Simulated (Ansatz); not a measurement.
# CsSnI3: the cell at several levels of theory

The task here is to estimate one member of a computed series from the others.

The COD cell was measured well above room temperature, so it is larger than a cold one.

Code: Ansatz 0.2.0. PAW datasets, plane waves, zero pressure. Spin-unpolarised throughout; all numbers are computed.

### The cell

Space group Pm-3m (No. 221), cubic; conventional cell a = 6.206 Å, 47.80 Å³ an atom. Cs has 12 I at 4.39 Å; Sn has 6 I at 3.10 Å; I has 2 Sn at 3.10 Å and 4 Cs at 4.39 Å.

The structure in full:

Space group Pm-3m (No. 221). a = 6.206 Å, b = 6.206 Å, c = 6.206 Å, α = 90.00°, β = 90.00°, γ = 90.00°
```csv
atom,site,symmetry,x,y,z
Cs,1a,m-3m,0.0000,0.0000,0.0000
Sn,1b,m-3m,0.5000,0.5000,0.5000
I,3c,4/mm.m,0.0000,0.5000,0.5000
```

Set-up of the first run:

File input.yaml:

```yaml
crystal:
  lattice:
    - [6.2057, 0.0, 0.0]
    - [0.0, 6.2057, 0.0]
    - [0.0, 0.0, 6.2057]
  atoms:
    - { symbol: Cs, position: [0.0, 0.0, 0.0] }
    - { symbol: Sn, position: [0.5, 0.5, 0.5] }
    - { symbol: I, position: [0.0, 0.5, 0.5] }
    - { symbol: I, position: [0.5, 0.0, 0.5] }
    - { symbol: I, position: [0.5, 0.5, 0.0] }
kpoints:
  mp_grid: { grid: [4, 4, 4] }
hamiltonian:
  xc: pbe
scf:
  occupations: { method: fermi_dirac, width: 0.02 }
relax:
  f_tol: 0.005
  cell: {}
```

Launch:

```sh
$ ansatz run input.yaml --threads 2 --pin off --max-ram 20275MiB --backend cpu --events-out ev --progress --plain --runs-dir out
```

Among the steps run: PBE: cell and atoms; Relaxation with r2SCAN; Relaxation with PBEsol; Relaxation with LDA.

One of the session's tables, all rows but one given; the rest of the session is left out.

```
 level  a (Å)  volume (Å³/atom)
   PBE  6.300            50.005
r2SCAN      ?                 ?
PBEsol  6.157            46.677
   LDA  6.048            44.254
```

Q: Estimate the row for r2SCAN from the others.

As computed: a (Å): 6.241; volume (Å³/atom): 48.627. In the column «a (Å)» it lies between PBEsol (6.157) and PBE (6.300).

The first relaxation changed the volume by +4.6 % from the start. The volume runs from LDA (least) to PBE (most), a spread of 13.0 %, or 4.2 % in length if all axes shared it alike.
